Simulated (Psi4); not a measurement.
# wB97X-D/def2-TZVPPD (density fitting, core potential, sweep point 5) run of CH3InN− ([In(CN)H3]-)

What is the vertical electron affinity of CH3InN− ([In(CN)H3]-) at wB97X-D/def2-TZVPPD (density fitting, core potential, sweep point 5)? 

The results are computed with Psi4 1.11.

## (1) The molecule

The species is CH3InN− (6 atoms), meant as a singlet with charge -1. SMILES: `[H][In-]([H])([H])[C]#N`. The shape comes from GFN1-xTB, which is rough for such elements, and wasn't checked as a minimum.

Bond lengths: In1–C2 2.222 Å, C2–N3 1.159 Å, In1–H4 1.740 Å, In1–H5 1.741 Å, In1–H6 1.740 Å. Angles: In1–C2–N3 179.4°, C2–In1–H4 105.4°, C2–In1–H5 105.6°, C2–In1–H6 105.4°, H4–In1–H5 113.3°, H4–In1–H6 113.2°, H5–In1–H6 113.0°.

## (2) A single-point energy at wB97X-D/def2-TZVPPD (density fitting, core potential, sweep point 5)

input.in reads:

```
memory 1600 mb

molecule mol {
  -1 1
  In    -0.009600    -0.004360    -0.701830
  C      0.018130     0.016100     1.519490
  N      0.040890     0.017280     2.678670
  H      1.661990    -0.004740    -1.184060
  H     -0.861380     1.439180    -1.171740
  H     -0.850030    -1.463460    -1.140530
  symmetry c1
}

set {
  reference rks
  puream true
  scf_type df
  dft_radial_points 99
  dft_spherical_points 590
}

e, wfn = energy("wb97x-d/def2-TZVPPD", return_wfn=True)
```

The run is started by

```sh
psi4 input.in input.out -n 1
```

input.out:

```text
[...]
    !!!  WARNING: ECP capability is in beta. Please check occupations closely.  !!!
[...]
  Running in c1 symmetry.
[...]
  Nuclear repulsion =   97.552920354073265
[...]
  Multiplicity = 1
[...]
  Nalpha       = 19
  Nbeta        = 19
[...]
    Number of basis functions: 181
[...]
   @DF-RKS iter   1:  -284.66182669525136   -1.62606e+00   3.73218e-03 DIIS/ADIIS
[...]
   @DF-RKS iter   8:  -284.89131341359547   -1.45755e-07   6.85445e-07 DIIS
[...]
    Orbital Energies [Eh]
    ---------------------
    Doubly Occupied:
       1A    -14.245588     2A    -10.119195     3A     -4.582246
       4A     -2.980892     5A     -2.977985     6A     -2.977971
       7A     -0.812938     8A     -0.662177     9A     -0.658410
      10A     -0.658387    11A     -0.651608    12A     -0.651591
      13A     -0.392911    14A     -0.305481    15A     -0.249066
      16A     -0.249052    17A     -0.229058    18A     -0.185534
      19A     -0.185246
[...]
  @DF-RKS Final Energy:  -284.89131341359547
   => Energetics <=
    Nuclear Repulsion Energy =             97.5529203540732652
    One-Electron Energy =                -663.5248255475996757
    Two-Electron Energy =                 301.8097312247991795
    DFT Exchange-Correlation Energy =     -20.7278049934655968
    Empirical Dispersion Energy =          -0.0013344514026728
    VV10 Nonlocal Energy =                  0.0000000000000000
    Total Energy =                       -284.8913134135954692
[...]
 Multipole Moments:
 ------------------------------------------------------------------------------------
     Multipole            Electronic (a.u.)      Nuclear  (a.u.)        Total (a.u.)
 ------------------------------------------------------------------------------------
 L = 1.  Multiply by 2.5417464519 to convert [e a0] to [Debye]
 Dipole X            :         -0.4676255            0.4483160           -0.0193095
 Dipole Y            :         -0.2359461            0.2294423           -0.0065038
 Dipole Z            :        -33.4143952           32.0111657           -1.4032295
 Magnitude           :                                                    1.4033774
[...]
```

Run time: 15 s. Hardware: 1 thread of Intel Xeon 6975P-C (Granite Rapids), shared host; peak memory 1.2 GiB.

## (3) Doublet [CH3InN]2−

job.in reads:

```
memory 1.6 GB

molecule geom {
  -2 2
  In    -0.009600    -0.004360    -0.701830
  C      0.018130     0.016100     1.519490
  N      0.040890     0.017280     2.678670
  H      1.661990    -0.004740    -1.184060
  H     -0.861380     1.439180    -1.171740
  H     -0.850030    -1.463460    -1.140530
  symmetry c1
}

set {
  reference            uks
  puream               true
  scf_type             df
  dft_radial_points    99
  dft_spherical_points 590
  maxiter              150
}

energy("wb97x-d/def2-TZVPPD")
```

The run is started by

```sh
psi4 -i job.in -o job.out -n 1
```

job.out:

```text
[...]
    !!!  WARNING: ECP capability is in beta. Please check occupations closely.  !!!
[...]
  Running in c1 symmetry.
[...]
  Nuclear repulsion =   97.552920354073265
[...]
  Multiplicity = 2
[...]
  Nalpha       = 20
  Nbeta        = 19
[...]
    Number of basis functions: 181
[...]
   @DF-UKS iter   1:  -284.13182182396582   -1.09606e+00   5.04269e-03 ADIIS/DIIS
[...]
   @DF-UKS iter  12:  -284.74946372519770   -2.91227e-07   4.19277e-07 DIIS
[...]
   @S^2 Observed:                7.504627088E-01
[...]
    Orbital Energies [Eh]
    ---------------------
    Alpha Occupied:
       1A    -14.144643     2A    -10.018498     3A     -4.469983
       4A     -2.868771     5A     -2.865587     6A     -2.865572
       7A     -0.712668     8A     -0.550353     9A     -0.546126
      10A     -0.546102    11A     -0.539383    12A     -0.539365
      13A     -0.286366    14A     -0.202635    15A     -0.148495
      16A     -0.148485    17A     -0.123905    18A     -0.073860
      19A     -0.073567    20A      0.140169
    Alpha Virtual:
      21A      0.277547    22A      0.291892    23A      0.291960
      24A      0.299216    25A      0.299278    26A      0.305089
[...]
  @DF-UKS Final Energy:  -284.74946372519770
   => Energetics <=
    Nuclear Repulsion Energy =             97.5529203540732652
    One-Electron Energy =                -667.4821467736553586
    Two-Electron Energy =                 305.9186422507276006
    DFT Exchange-Correlation Energy =     -20.7375451049405655
    Empirical Dispersion Energy =          -0.0013344514026728
    VV10 Nonlocal Energy =                  0.0000000000000000
    Total Energy =                       -284.7494637251976997
[...]
 Multipole Moments:
 ------------------------------------------------------------------------------------
     Multipole            Electronic (a.u.)      Nuclear  (a.u.)        Total (a.u.)
 ------------------------------------------------------------------------------------
 L = 1.  Multiply by 2.5417464519 to convert [e a0] to [Debye]
 Dipole X            :         -0.4378544            0.4483160            0.0104616
 Dipole Y            :         -0.2249820            0.2294423            0.0044603
 Dipole Z            :        -31.2797696           32.0111657            0.7313960
 Magnitude           :                                                    0.7314844
[...]
```

It took 31 s on 1 thread of Intel Xeon 6975P-C (Granite Rapids), shared host; peak memory 1.2 GiB.

## (4) What came out

Level: wB97X-D/def2-TZVPPD (density fitting, core potential, sweep point 5).

```
                                                              quantity          value
                                         singlet CH3InN−: total energy  -284.89131 Eh
                                          singlet CH3InN−: HOMO energy       -5.04 eV
                                          singlet CH3InN−: LUMO energy        4.08 eV
singlet CH3InN−: HOMO–LUMO gap (to an unbound level, set by the basis)        9.12 eV
                                    singlet CH3InN−: dispersion energy   -3.50 kJ/mol
                                      doublet [CH3InN]2−: total energy  -284.74946 Eh
                doublet [CH3InN]2−: HOMO energy (highest over α and β)        3.81 eV
                 doublet [CH3InN]2−: LUMO energy (lowest over α and β)        7.55 eV
                                 doublet [CH3InN]2−: dispersion energy   -3.50 kJ/mol
                                              doublet [CH3InN]2−: ⟨S²⟩          0.750
                   vertical electron affinity (to the doublet dianion)      -3.860 eV
```

In words: The dianion lies 3.86 eV (372 kJ/mol) above the anion: the electron isn't bound at this level, and such a value depends on the basis. The HOMO (doublet [CH3InN]2−) lies at positive energy, 3.81 eV; only total energies tell whether the electron is bound.
